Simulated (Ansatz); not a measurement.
# TaRu: how the settings move a relaxation

Aim: see which settings change the result for TaRu, by how much, and at what cost.

Method: reference: DFT, PBEsol, PAW with Ansatz's default frozen-core files, scalar-relativistic; relaxation of cell and atoms, in Ansatz 0.2.0.

## 1. Starting point

The structure is cubic, space group Pm-3m (No. 221). The conventional cell has a = 3.187 Å, b = 3.187 Å, c = 3.187 Å, α = 90.00°, β = 90.00°, γ = 90.00°. Ta (site symmetry m-3m) has 8 Ru at 2.76 Å as nearest neighbours. Around Ru (site symmetry m-3m) lie 8 Ta at 2.76 Å.

Structure file:

```
CELL_PARAMETERS angstrom
3.18700 0.00000 0.00000
0.00000 3.18700 0.00000
0.00000 0.00000 3.18700
ATOMIC_POSITIONS crystal
Ta 0.50000 0.50000 0.50000
Ru 0.00000 0.00000 0.00000
```

## 2. Baseline

Input file input.yaml:

```yaml
crystal:
  lattice:
    - [3.187, 0.0, 0.0]
    - [0.0, 3.187, 0.0]
    - [0.0, 0.0, 3.187]
  atoms:
    - { symbol: Ta, position: [0.5, 0.5, 0.5] }
    - { symbol: Ru, position: [0.0, 0.0, 0.0] }
kpoints:
  mp_grid: { grid: [10, 10, 10] }
scf:
  occupations: { method: fermi_dirac, width: 0.05 }
hamiltonian:
  xc: pbesol
  pseudopotentials: { kind: paw }
relax:
  f_tol: 0.002
  max_steps: 80
  cell: {}
output:
  forces: true
  stress: true
```

Started as:

```console
> ansatz run input.yaml --threads 1 --pin off --max-ram 3072MiB --backend cpu --events-out ev --progress --plain --runs-dir out
```

From the output:

```text
[...]
Basis set: ecut = 420 eV, 619 PW (Γ), exchange–correlation on 48×48×48 points (8 copies of the dense FFT grid, shifted against one another)
[...]
k-points: 56 of 1000
[...]
SCF iter   1: F=—  HF=-15623.486152 eV  |F-HF|=—  |Δ(HF+E_count)|=         —  Δρ=1.16e-2  dr2=6.41e-2  ethr=1.77e-3  ⟨swp⟩=5.4  Hψ=4576  notcnv=0
preconditioner: auto → none  [metal: Δε(μ)=0.017 eV  Ē_g=5.415 eV  σ=0.050 eV  W_gap=0.08  n_scr=6 (ndim 8)  ℏωp=23.5 eV  f_vac=0.000  D(μ)=3.31/eV (n_scr^D=32)  sad-step TF]
SCF iter   2: F=—  HF=-15623.482869 eV  |F-HF|=—  |Δ(HF+E_count)|=   3.28e-3  Δρ=7.07e-3  dr2=2.72e-2  ethr=2.21e-4  ⟨swp⟩=1.3  Hψ=1534  notcnv=0
[...]
relax step   1: F+E_penalty+E_count = -15623.48014186 eV  Δ(F+E_penalty+E_count) = +0.000e0 eV  max|allowed force component| = 6.311e-30 eV/Å  Δτ_max = 0.0000 Å  P = -11.005 GPa  Ω = 32.370 Å³  (6 SCF iters, dr2 threshold 1.00e-7 eV, accepted)
[...]
Basis set: ecut = 420 eV, 515 PW (Γ), exchange–correlation on 48×48×48 points (8 copies of the dense FFT grid, shifted against one another)
[...]
relax step   2: F+E_penalty+E_count = -15623.21423339 eV  Δ(F+E_penalty+E_count) = +2.659e-1 eV  max|allowed force component| = 2.662e-30 eV/Å  Δτ_max = 0.0000 Å  P = +35.943 GPa  Ω = 27.863 Å³  energy of the carried Pulay correction = +1.542e-3 eV  (6 SCF ite
[...]
relax step   3: F+E_penalty+E_count = -15623.52939919 eV  Δ(F+E_penalty+E_count) = -4.926e-2 eV  max|allowed force component| = 2.630e-30 eV/Å  Δτ_max = 0.0000 Å  P = -1.934 GPa  Ω = 31.188 Å³  energy of the carried Pulay correction = +3.834e-4 eV  (8 SCF iter
[...]
relax step   4: F+E_penalty+E_count = -15623.53083013 eV  Δ(F+E_penalty+E_count) = -1.431e-3 eV  max|allowed force component| = 6.508e-30 eV/Å  Δτ_max = 0.0000 Å  P = +0.152 GPa  Ω = 30.947 Å³  energy of the carried Pulay correction = +4.633e-4 eV  (6 SCF iter
[...]
relax step   5: F+E_penalty+E_count = -15623.53083264 eV  Δ(F+E_penalty+E_count) = -2.508e-6 eV  max|allowed force component| = 2.728e-30 eV/Å  Δτ_max = 0.0000 Å  P = +0.001 GPa  Ω = 30.964 Å³  energy of the carried Pulay correction = +4.576e-4 eV  (6 SCF iter
[...]
SCF iter   5: F=-15623.530381 eV  HF=-15623.530381 eV  |F-HF|=0.00e0  |Δ(HF+E_count)|=  4.37e-11  Δρ=7.77e-8  dr2=1.46e-12  ethr=1.00e-12  ⟨swp⟩=1.0  Hψ=1064  notcnv=0
SCF iter   6: F=-15623.530381 eV  HF=-15623.530381 eV  |F-HF|=9.09e-12  |Δ(HF+E_count)|=  7.28e-12  Δρ=1.70e-8  dr2=3.51e-14  ethr=1.00e-12  ⟨swp⟩=4.0  Hψ=4213  notcnv=0
[...]
relax step   6: F+E_penalty+E_count = -15623.53038135 eV  Δ(F+E_penalty+E_count) = +4.513e-4 eV  max|allowed force component| = 1.841e-30 eV/Å  Δτ_max = 0.0000 Å  P = +0.001 GPa  Ω = 30.964 Å³  stress off target by 1.03e-3 GPa  SCF on the basis re-selected at 
[...]
SCF converged after 6 iterations
Free energy (F): -15623.530381 eV
[...]
E sigma→0 (E₀):  -15623.517967 eV
[...]
Fermi energy:    22.049390 eV
[...]
  P = ⅓ Tr σ = 0.0010 GPa (0.010 kbar)
--- Relaxed structure (5 steps of the walk, 4 accepted, 1 SCFs on fresh bases) ---
[...]
```

Run time: 9.9 s. Hardware: 1 thread of Intel Xeon Platinum 8488C (Sapphire Rapids), shared host; peak memory 0.39 GiB.

## 3. Variant: dr2_threshold 1.0e-09

Changes to input.yaml since step 2:

```diff
@@ -12,2 +12,3 @@
   occupations: { method: fermi_dirac, width: 0.05 }
+  convergence: { dr2_threshold: 1.0e-09 }
 hamiltonian:
@@ -22 +23,5 @@
   stress: true
+  write_density: true
+  write_potential: true
+  elf: true
+  volumetric_format: npy
```

Started as:

```console
> ansatz run input.yaml --threads 1 --pin off --max-ram 3072MiB --backend cpu --events-out ev --progress --plain --runs-dir out
```

The log of the run:

```text
Warning: relax.cell: scf.convergence.dr2_threshold = 1e-9 eV is looser than the 2e-10 eV advised for a relaxation that steers and ends on the stress (1e-10 eV for each atom of the cell: 2). What an SCF threshold leaves in a stress goes as its square root, and in the free energy as the threshold itself, and one threshold admits the most on a small cell: of the crystals measured, under no hybrid functional and no lock of the moments, on runs that ended without the residual-converged pass, on stresses that held no estimate of that error, the worst erred by over 100 MPa in a component at 1e-7 eV an atom and by under 5 at 1e-10. Set scf.convergence.dr2_threshold to 2e-10 eV or tighter. The threshold is an SCF's pass mark: one that does not reach it within its budget of iterations ends unconverged, or closes short of it on a stop that the run arms, and scf.convergence.dr2_threshold's page says what that costs each kind of run
Engine: ansatz 0.2.0
Pseudopotentials: kind: paw
Pseudopotential: Ta, paw, valence charge 13, recommended cutoff 420 eV (normal), Ta.paw.azcp
Pseudopotential: Ru, paw, valence charge 16, recommended cutoff 420 eV (normal), Ru.paw.azcp
Functional definition: PBEsol
  exchange = pbesol_x
  correlation = pbesol_c
Crystal: 2 atoms, lattice volume = 32.370 Å³
Basis set: ecut = 420 eV, 619 PW (Γ), exchange–correlation on 48×48×48 points (8 copies of the dense FFT grid, shifted against one another)
Bands: 19, of which v1, the nominal top of the filled ones, is band 15 counted from 1 (14 counted from 0)
Symmetry: 48 space group operations
Space group: Pm-3m (ITA 221), of the structure as read, at distance tolerance 3.2e-5 Å
k-points: 56 of 1000
Non-local potential: Ta, projectors of the file, l = 0: 3, l = 1: 2, l = 2: 2, l = 3: 1
Non-local potential: Ru, projectors of the file, l = 0: 3, l = 1: 2, l = 2: 2, l = 3: 1
PAW form: soft (Blöchl's): semilocal exchange-correlation on the pseudo side does not see the compensation charge
PAW frozen core: Ta, regenerated for the run's functional, and the local potential with it (the file was generated under x = pbe(κ = 0.804, μ = 0.2195149727645171), c = pbe(β = 0.06672455060314922))
PAW frozen core: Ru, regenerated for the run's functional, and the local potential with it (the file was generated under x = pbe(κ = 0.804, μ = 0.2195149727645171), c = pbe(β = 0.06672455060314922))
PAW one-centre angular grid: Ta, 590 points (default); XC on 64 Gauss nodes
PAW one-centre angular grid: Ru, 590 points (default); XC on 64 Gauss nodes
Initial density: superposition of atomic densities (neutral atoms: chi_scale 0, normalization atom), corrected by the library's trained network
Initial wavefunctions: pseudopotential atomic-orbital guess
Functional: x = pbesol(κ = 0.804, μ = 0.12345679012345678), c = pbesol(β = 0.046)
SCF iter   1: F=—  HF=-15623.486152 eV  |F-HF|=—  |Δ(HF+E_count)|=         —  Δρ=1.16e-2  dr2=6.41e-2  ethr=1.77e-3  ⟨swp⟩=5.4  Hψ=4576  notcnv=0
preconditioner: auto → none  [metal: Δε(μ)=0.017 eV  Ē_g=5.415 eV  σ=0.050 eV  W_gap=0.08  n_scr=6 (ndim 8)  ℏωp=23.5 eV  f_vac=0.000  D(μ)=3.31/eV (n_scr^D=32)  sad-step TF]
SCF iter   2: F=—  HF=-15623.482869 eV  |F-HF|=—  |Δ(HF+E_count)|=   3.28e-3  Δρ=7.07e-3  dr2=2.72e-2  ethr=2.21e-4  ⟨swp⟩=1.3  Hψ=1534  notcnv=0
SCF iter   3: F=—  HF=-15623.480253 eV  |F-HF|=—  |Δ(HF+E_count)|=   2.62e-3  Δρ=1.39e-3  dr2=7.70e-4  ethr=9.38e-5  ⟨swp⟩=1.0  Hψ=1066  notcnv=0
SCF iter   4: F=—  HF=-15623.480148 eV  |F-HF|=—  |Δ(HF+E_count)|=   1.05e-4  Δρ=2.43e-4  dr2=7.92e-6  ethr=2.66e-6  ⟨swp⟩=2.2  Hψ=1715  notcnv=0
SCF iter   5: F=—  HF=-15623.480141 eV  |F-HF|=—  |Δ(HF+E_count)|=   7.34e-6  Δρ=2.31e-5  dr2=1.94e-7  ethr=2.73e-8  ⟨swp⟩=2.0  Hψ=1867  notcnv=0
SCF iter   6: F=—  HF=-15623.480142 eV  |F-HF|=—  |Δ(HF+E_count)|=   7.07e-7  Δρ=2.73e-6  dr2=2.33e-9  ethr=6.70e-10  ⟨swp⟩=1.4  Hψ=1118  notcnv=0
SCF iter   7: F=-15623.480142 eV  HF=-15623.480142 eV  |F-HF|=5.28e-11  |Δ(HF+E_count)|=  4.91e-11  Δρ=4.08e-7  dr2=6.90e-11  ethr=3.45e-12  ⟨swp⟩=6.7  Hψ=5135  notcnv=0
SCF 1 converged in 7 iterations: F = -15623.480142 eV  dr2 = 6.90e-11
relax step   1: F+E_penalty+E_count = -15623.48014186 eV  Δ(F+E_penalty+E_count) = +0.000e0 eV  max|allowed force component| = 9.006e-30 eV/Å  Δτ_max = 0.0000 Å  P = -11.005 GPa  Ω = 32.370 Å³  (7 SCF iters, accepted)
Crystal: 2 atoms, lattice volume = 27.863 Å³
Basis set: ecut = 420 eV, 515 PW (Γ), exchange–correlation on 48×48×48 points (8 copies of the dense FFT grid, shifted against one another)
Initial density: handed on by an earlier stage of this run
Initial wavefunctions: those handed on with the density
SCF iter   1: F=—  HF=-15623.333605 eV  |F-HF|=—  |Δ(HF+E_count)|=         —  Δρ=4.66e-2  dr2=1.07e0  ethr=3.10e-3  ⟨swp⟩=5.7  Hψ=4570  notcnv=0
preconditioner: auto → none  [metal: Δε(μ)=0.004 eV  Ē_g=6.332 eV  σ=0.050 eV  W_gap=0.02  n_scr=6 (ndim 8)  ℏωp=25.4 eV  f_vac=0.000  D(μ)=2.90/eV (n_scr^D=32)]
SCF iter   2: F=—  HF=-15623.234326 eV  |F-HF|=—  |Δ(HF+E_count)|=   9.93e-2  Δρ=1.74e-2  dr2=1.61e-1  ethr=3.10e-3  ⟨swp⟩=1.7  Hψ=1556  notcnv=0
SCF iter   3: F=—  HF=-15623.214723 eV  |F-HF|=—  |Δ(HF+E_count)|=   1.96e-2  Δρ=3.24e-3  dr2=3.52e-3  ethr=5.55e-4  ⟨swp⟩=2.0  Hψ=1276  notcnv=0
SCF iter   4: F=—  HF=-15623.214233 eV  |F-HF|=—  |Δ(HF+E_count)|=   4.90e-4  Δρ=6.66e-4  dr2=5.69e-5  ethr=1.21e-5  ⟨swp⟩=1.7  Hψ=1174  notcnv=0
SCF iter   5: F=—  HF=-15623.214234 eV  |F-HF|=—  |Δ(HF+E_count)|=   5.56e-7  Δρ=8.92e-5  dr2=2.42e-6  ethr=1.96e-7  ⟨swp⟩=2.0  Hψ=1889  notcnv=0
SCF iter   6: F=—  HF=-15623.214233 eV  |F-HF|=—  |Δ(HF+E_count)|=   5.71e-7  Δρ=1.16e-5  dr2=2.17e-8  ethr=8.35e-9  ⟨swp⟩=2.5  Hψ=1766  notcnv=0
SCF iter   7: F=-15623.214233 eV  HF=-15623.214233 eV  |F-HF|=3.73e-10  |Δ(HF+E_count)|=  2.84e-10  Δρ=1.57e-6  dr2=4.64e-10  ethr=3.45e-12  ⟨swp⟩=7.0  Hψ=5781  notcnv=0
SCF 2 converged in 7 iterations: F = -15623.214233 eV  dr2 = 4.64e-10
relax step   2: F+E_penalty+E_count = -15623.21423340 eV  Δ(F+E_penalty+E_count) = +2.659e-1 eV  max|allowed force component| = 1.381e-30 eV/Å  Δτ_max = 0.0000 Å  P = +35.942 GPa  Ω = 27.863 Å³  energy of the carried Pulay correction = +1.543e-3 eV  (7 SCF iters, rejected (line search))
Crystal: 2 atoms, lattice volume = 31.188 Å³
iter 1 solved again at ethr=2.76e-3 eV; its pass at ethr=3.10e-3 eV (dr2=8.02e-1 eV) is discarded
SCF iter   1: F=—  HF=-15623.617668 eV  |F-HF|=—  |Δ(HF+E_count)|=         —  Δρ=3.69e-2  dr2=7.98e-1  ethr=2.76e-3  ⟨swp⟩=1.0  Hψ=5918  notcnv=0
preconditioner: auto → none  [metal: Δε(μ)=0.019 eV  Ē_g=5.773 eV  σ=0.050 eV  W_gap=0.09  n_scr=6 (ndim 8)  ℏωp=24.0 eV  f_vac=0.000  D(μ)=2.78/eV (n_scr^D=32)]
SCF iter   2: F=—  HF=-15623.543203 eV  |F-HF|=—  |Δ(HF+E_count)|=   7.45e-2  Δρ=1.31e-2  dr2=1.09e-1  ethr=2.75e-3  ⟨swp⟩=1.8  Hψ=1144  notcnv=0
SCF iter   3: F=—  HF=-15623.529648 eV  |F-HF|=—  |Δ(HF+E_count)|=   1.36e-2  Δρ=2.69e-3  dr2=2.85e-3  ethr=3.75e-4  ⟨swp⟩=2.1  Hψ=1338  notcnv=0
SCF iter   4: F=—  HF=-15623.529409 eV  |F-HF|=—  |Δ(HF+E_count)|=   2.39e-4  Δρ=6.79e-4  dr2=4.16e-5  ethr=9.83e-6  ⟨swp⟩=2.1  Hψ=1708  notcnv=0
SCF iter   5: F=—  HF=-15623.529399 eV  |F-HF|=—  |Δ(HF+E_count)|=   9.81e-6  Δρ=5.64e-5  dr2=1.26e-6  ethr=1.44e-7  ⟨swp⟩=2.1  Hψ=1379  notcnv=0
SCF iter   6: F=—  HF=-15623.529399 eV  |F-HF|=—  |Δ(HF+E_count)|=   4.92e-7  Δρ=7.12e-6  dr2=3.44e-9  ethr=4.35e-9  ⟨swp⟩=1.8  Hψ=1462  notcnv=0
SCF iter   7: F=-15623.529399 eV  HF=-15623.529399 eV  |F-HF|=2.51e-10  |Δ(HF+E_count)|=   1.86e-9  Δρ=9.22e-7  dr2=2.87e-10  ethr=3.45e-12  ⟨swp⟩=6.8  Hψ=5437  notcnv=0
SCF 3 converged in 7 iterations: F = -15623.529399 eV  dr2 = 2.87e-10
relax step   3: F+E_penalty+E_count = -15623.52939919 eV  Δ(F+E_penalty+E_count) = -4.926e-2 eV  max|allowed force component| = 3.747e-30 eV/Å  Δτ_max = 0.0000 Å  P = -1.934 GPa  Ω = 31.188 Å³  energy of the carried Pulay correction = +3.834e-4 eV  (7 SCF iters, accepted)
Crystal: 2 atoms, lattice volume = 30.947 Å³
iter 1 solved again at ethr=1.33e-5 eV; its pass at ethr=3.10e-3 eV (dr2=3.85e-3 eV) is discarded
SCF iter   1: F=—  HF=-15623.531222 eV  |F-HF|=—  |Δ(HF+E_count)|=         —  Δρ=2.58e-3  dr2=3.82e-3  ethr=1.33e-5  ⟨swp⟩=2.0  Hψ=4884  notcnv=0
preconditioner: auto → none  [metal: Δε(μ)=0.004 eV  Ē_g=5.703 eV  σ=0.050 eV  W_gap=0.02  n_scr=6 (ndim 8)  ℏωp=24.1 eV  f_vac=0.000  D(μ)=3.14/eV (n_scr^D=32)]
SCF iter   2: F=—  HF=-15623.530904 eV  |F-HF|=—  |Δ(HF+E_count)|=   3.18e-4  Δρ=9.76e-4  dr2=5.94e-4  ethr=1.32e-5  ⟨swp⟩=1.0  Hψ=1064  notcnv=0
SCF iter   3: F=—  HF=-15623.530835 eV  |F-HF|=—  |Δ(HF+E_count)|=   6.99e-5  Δρ=2.07e-4  dr2=1.91e-5  ethr=2.05e-6  ⟨swp⟩=1.0  Hψ=1066  notcnv=0
SCF iter   4: F=—  HF=-15623.530829 eV  |F-HF|=—  |Δ(HF+E_count)|=   5.53e-6  Δρ=4.10e-5  dr2=1.73e-7  ethr=6.60e-8  ⟨swp⟩=1.7  Hψ=1164  notcnv=0
SCF iter   5: F=—  HF=-15623.530830 eV  |F-HF|=—  |Δ(HF+E_count)|=   1.11e-6  Δρ=4.46e-6  dr2=5.79e-9  ethr=5.97e-10  ⟨swp⟩=2.0  Hψ=1881  notcnv=0
SCF iter   6: F=-15623.530830 eV  HF=-15623.530830 eV  |F-HF|=2.55e-11  |Δ(HF+E_count)|=   1.63e-9  Δρ=7.00e-7  dr2=6.25e-11  ethr=3.45e-12  ⟨swp⟩=7.0  Hψ=5607  notcnv=0
SCF 4 converged in 6 iterations: F = -15623.530830 eV  dr2 = 6.25e-11
relax step   4: F+E_penalty+E_count = -15623.53083013 eV  Δ(F+E_penalty+E_count) = -1.431e-3 eV  max|allowed force component| = 5.916e-31 eV/Å  Δτ_max = 0.0000 Å  P = +0.152 GPa  Ω = 30.947 Å³  energy of the carried Pulay correction = +4.633e-4 eV  (6 SCF iters, accepted)
Crystal: 2 atoms, lattice volume = 30.964 Å³
iter 1 solved again at ethr=6.57e-8 eV; its pass at ethr=3.10e-3 eV (dr2=1.91e-5 eV) is discarded
SCF iter   1: F=—  HF=-15623.530838 eV  |F-HF|=—  |Δ(HF+E_count)|=         —  Δρ=1.83e-4  dr2=1.93e-5  ethr=6.57e-8  ⟨swp⟩=2.0  Hψ=4683  notcnv=0
preconditioner: auto → none  [metal: Δε(μ)=0.018 eV  Ē_g=5.704 eV  σ=0.050 eV  W_gap=0.09  n_scr=6 (ndim 8)  ℏωp=24.1 eV  f_vac=0.000  D(μ)=3.10/eV (n_scr^D=32)]
SCF iter   2: F=—  HF=-15623.530833 eV  |F-HF|=—  |Δ(HF+E_count)|=   4.76e-6  Δρ=6.91e-5  dr2=2.98e-6  ethr=6.57e-8  ⟨swp⟩=1.0  Hψ=1064  notcnv=0
SCF iter   3: F=—  HF=-15623.530833 eV  |F-HF|=—  |Δ(HF+E_count)|=   5.77e-7  Δρ=1.44e-5  dr2=9.14e-8  ethr=1.03e-8  ⟨swp⟩=1.0  Hψ=1067  notcnv=0
iter 4 did not close the SCF: its close was put off for the readings that it lacked (scf_convergence_deferred on its scf_iter line)
SCF iter   4: F=-15623.530833 eV  HF=-15623.530833 eV  |F-HF|=2.40e-10  |Δ(HF+E_count)|=   6.89e-9  Δρ=2.91e-6  dr2=8.51e-10  ethr=3.15e-10  ⟨swp⟩=1.7  Hψ=1167  notcnv=0
iter 5 did not close the SCF: its close was put off for the readings that it lacked (scf_convergence_deferred on its scf_iter line)
SCF iter   5: F=-15623.530833 eV  HF=-15623.530833 eV  |F-HF|=1.64e-11  |Δ(HF+E_count)|=  6.00e-11  Δρ=3.01e-7  dr2=2.30e-11  ethr=2.94e-12  ⟨swp⟩=2.0  Hψ=1881  notcnv=0
SCF iter   6: F=-15623.530833 eV  HF=-15623.530833 eV  |F-HF|=3.64e-12  |Δ(HF+E_count)|=  1.82e-12  Δρ=4.82e-8  dr2=3.18e-13  ethr=1.00e-12  ⟨swp⟩=4.4  Hψ=4814  notcnv=0
SCF 5 converged in 6 iterations: F = -15623.530833 eV  dr2 = 3.18e-13
relax step   5: F+E_penalty+E_count = -15623.53083264 eV  Δ(F+E_penalty+E_count) = -2.509e-6 eV  max|allowed force component| = 4.076e-30 eV/Å  Δτ_max = 0.0000 Å  P = +0.001 GPa  Ω = 30.964 Å³  energy of the carried Pulay correction = +4.576e-4 eV  (6 SCF iters, accepted)
Initial wavefunctions: pseudopotential atomic-orbital guess (no wavefunctions were taken with the density)
iter 1 solved again at ethr=2.70e-8 eV; its pass at ethr=3.10e-3 eV (dr2=7.84e-6 eV) is discarded
SCF iter   1: F=—  HF=-15623.530384 eV  |F-HF|=—  |Δ(HF+E_count)|=         —  Δρ=8.67e-5  dr2=3.36e-7  ethr=2.70e-8  ⟨swp⟩=3.0  Hψ=7734  notcnv=0
preconditioner: auto → none  [metal: Δε(μ)=0.017 eV  Ē_g=5.703 eV  σ=0.050 eV  W_gap=0.09  n_scr=6 (ndim 8)  ℏωp=24.1 eV  f_vac=0.000  D(μ)=3.10/eV (n_scr^D=32)]
SCF iter   2: F=—  HF=-15623.530381 eV  |F-HF|=—  |Δ(HF+E_count)|=   2.43e-6  Δρ=4.10e-5  dr2=6.27e-8  ethr=1.16e-9  ⟨swp⟩=2.4  Hψ=1880  notcnv=0
SCF iter   3: F=—  HF=-15623.530381 eV  |F-HF|=—  |Δ(HF+E_count)|=   3.13e-8  Δρ=5.36e-6  dr2=2.64e-9  ethr=2.16e-10  ⟨swp⟩=2.8  Hψ=1611  notcnv=0
iter 4 did not close the SCF: its close was put off for the readings that it lacked (scf_convergence_deferred on its scf_iter line)
SCF iter   4: F=-15623.530381 eV  HF=-15623.530381 eV  |F-HF|=2.91e-11  |Δ(HF+E_count)|=  7.71e-10  Δρ=9.77e-7  dr2=7.92e-11  ethr=9.09e-12  ⟨swp⟩=2.9  Hψ=1974  notcnv=0
iter 5 did not close the SCF: its close was put off for the readings that it lacked (scf_convergence_deferred on its scf_iter line)
SCF iter   5: F=-15623.530381 eV  HF=-15623.530381 eV  |F-HF|=3.64e-12  |Δ(HF+E_count)|=  4.37e-11  Δρ=7.72e-8  dr2=1.45e-12  ethr=1.00e-12  ⟨swp⟩=1.0  Hψ=1064  notcnv=0
SCF iter   6: F=-15623.530381 eV  HF=-15623.530381 eV  |F-HF|=5.46e-12  |Δ(HF+E_count)|=  1.82e-12  Δρ=1.70e-8  dr2=3.52e-14  ethr=1.00e-12  ⟨swp⟩=3.9  Hψ=4202  notcnv=0
SCF 6 converged in 6 iterations: F = -15623.530381 eV  dr2 = 3.52e-14
relax step   6: F+E_penalty+E_count = -15623.53038135 eV  Δ(F+E_penalty+E_count) = +4.513e-4 eV  max|allowed force component| = 2.399e-30 eV/Å  Δτ_max = 0.0000 Å  P = +0.001 GPa  Ω = 30.964 Å³  stress off target by 1.03e-3 GPa  SCF on the basis re-selected at this cell (its energy is not comparable with the rows above)  (6 SCF iters)
basis re-selected at this cell: Δ(F+E_penalty+E_count) = +4.513e-4 eV, ΔP = -0.000 GPa vs the last step (what re-selecting the basis moved, of the pressure what is left beyond the Pulay correction that the steps carried, after the strain that the cell walked since its last selection, with what the two solves' SCF thresholds leave and, on support functions, any second-order correction that the steps lacked; it is no measure of the basis error at this ecutwfc). This SCF's stress stands 1.03e-3 GPa from its target on what of the cell is left free (relax.cell.stress_tol is 5.00e-2 GPa) and its largest allowed force component is 2.40e-30 eV/Å (relax.f_tol is 2.00e-3 eV/Å): within both
SCF converged after 6 iterations
Free energy (F): -15623.530381 eV
Harris-Foulkes:  -15623.530381 eV  (|F-HF|=5.46e-12)
Internal energy: -15623.505553 eV  (E = F + TS)
E sigma→0 (E₀):  -15623.517967 eV
Entropy (-TS):   -0.024828 eV (-12.414 meV/atom)
Fermi energy:    22.049390 eV
--- Per-component energies (eV) ---
  E_band       = -161.271949
  E_kinetic    = 881.913329
  E_local      = -1894.168978  (includes V_loc(G=0)·N_el)
  E_nonlocal   = 362.356344
  E_hartree    = 635.031452
  E_xc         = -407.156933
  E_vxc        = -443.391552  (∫ρ·V_xc dr)
  E_paw        = -11672.260574  (= ΣΔE_a)
  E_vpaw       = -338.043937  (= ΣTr[D̂ρ^β])
  E_aug_tail   = -0.000063  (compensation charges beyond the density's cutoff)
  E_ewald      = -3529.687073
  E_core_change = 0.466942  (= ΣΔE_core)
  E_smearing   = -0.024828  (= −TS)
  E_closure    = -0.000000  (closes the sum)
  Σ components = -15623.530381   (vs F -15623.530381, Δ=0.00e0)
--- Forces (eV/Å), atoms counted from 1 ---
  atom   1  Ta    -0.00000000     0.00000000     0.00000000
  atom   2  Ru     0.00000000    -0.00000000    -0.00000000
  max |Σ_I F_I| component: 4.67e-30 eV/Å
--- Stress (GPa, compression-positive) ---
        0.001028      -0.000000       0.000000
       -0.000000       0.001028      -0.000000
        0.000000      -0.000000       0.001028
  P = ⅓ Tr σ = 0.0010 GPa (0.010 kbar)
--- Band table (eV; the first three rows and the last of 56) ---
  k-point 0: bands = ["-51.1145", "-46.4724", "-21.1213", "-21.1213", "-21.1213", "-12.8274", "-12.8274", "-12.8274", "12.9965", "15.8573", "15.8573", "19.5695", "19.5695", "19.5695", "23.0729", "23.0729", "26.2913", "26.2913", "26.2913"]
  k-point 1: bands = ["-51.1135", "-46.4714", "-21.1316", "-21.1193", "-21.1193", "-12.8648", "-12.8277", "-12.8277", "13.2271", "15.9722", "16.0364", "19.5496", "19.5496", "19.6457", "22.7999", "23.1688", "25.5410", "25.5410", "26.1269"]
  k-point 2: bands = ["-51.1107", "-46.4689", "-21.1583", "-21.1139", "-21.1139", "-12.9614", "-12.8283", "-12.8283", "13.8831", "16.3111", "16.5109", "19.5134", "19.5134", "19.8612", "22.0714", "23.3958", "24.2448", "24.2448", "25.6881"]
  k-point 55: bands = ["-51.0868", "-46.4311", "-21.2096", "-21.2096", "-21.2096", "-13.1387", "-13.1387", "-13.1387", "18.1727", "18.1727", "18.1727", "18.9592", "18.9592", "18.9592", "21.7631", "21.7631", "26.4995", "26.4995", "29.2533"]
--- Relaxed structure (5 steps of the walk, 4 accepted, 1 SCFs on fresh bases) ---
  F+E_penalty+E_count = -15623.53038135 eV   max|allowed force component| = 2.399e-30 eV/Å   (the final SCF, on the basis selected at the relaxed cell)
  cell:  # Å, volume = 30.9642 Å³
    - [3.1401695931003357, -9.228414316855505e-35, 2.5679065925163143e-34]
    - [-9.228414316855505e-35, 3.1401695931003357, 1.6049416203226965e-35]
    - [2.5679065925163143e-34, 1.6049416203226965e-35, 3.1401695931003357]
  atoms:
    - { symbol: Ta, position: [0.5, 0.5, 0.5] }
    - { symbol: Ru, position: [-6.011414321286745e-48, -1.431289124115892e-48, -1.1450312992927136e-48] }
```

It took 8.3 s on 1 thread of Intel Xeon Platinum 8488C (Sapphire Rapids), shared host; peak memory 0.4 GiB.

With the changed convergence setting the energy agrees within 0.5 meV/atom.

## 4. All runs together

| run | ending | energy change | pressure (GPa) | gap (eV) | force (eV/Å) | cycles | time |
| --- | --- | --- | --- | --- | --- | --- | --- |
| reference | converged | 0 | 0.0 | 0.00 | 0.00 | 38 | 9.9 s |
| 1: dr2_threshold 1.0e-09 | converged | 0.0 meV/atom | 0.0 | 0.00 | 0.00 | 39 | 8.3 s |

Times don't compare one to one where runs were asked for different outputs or read a saved state (see the inputs); cycles may leave out searches for a lower state.

**Reading.** With the changed convergence setting the energy agrees within 0.5 meV/atom.
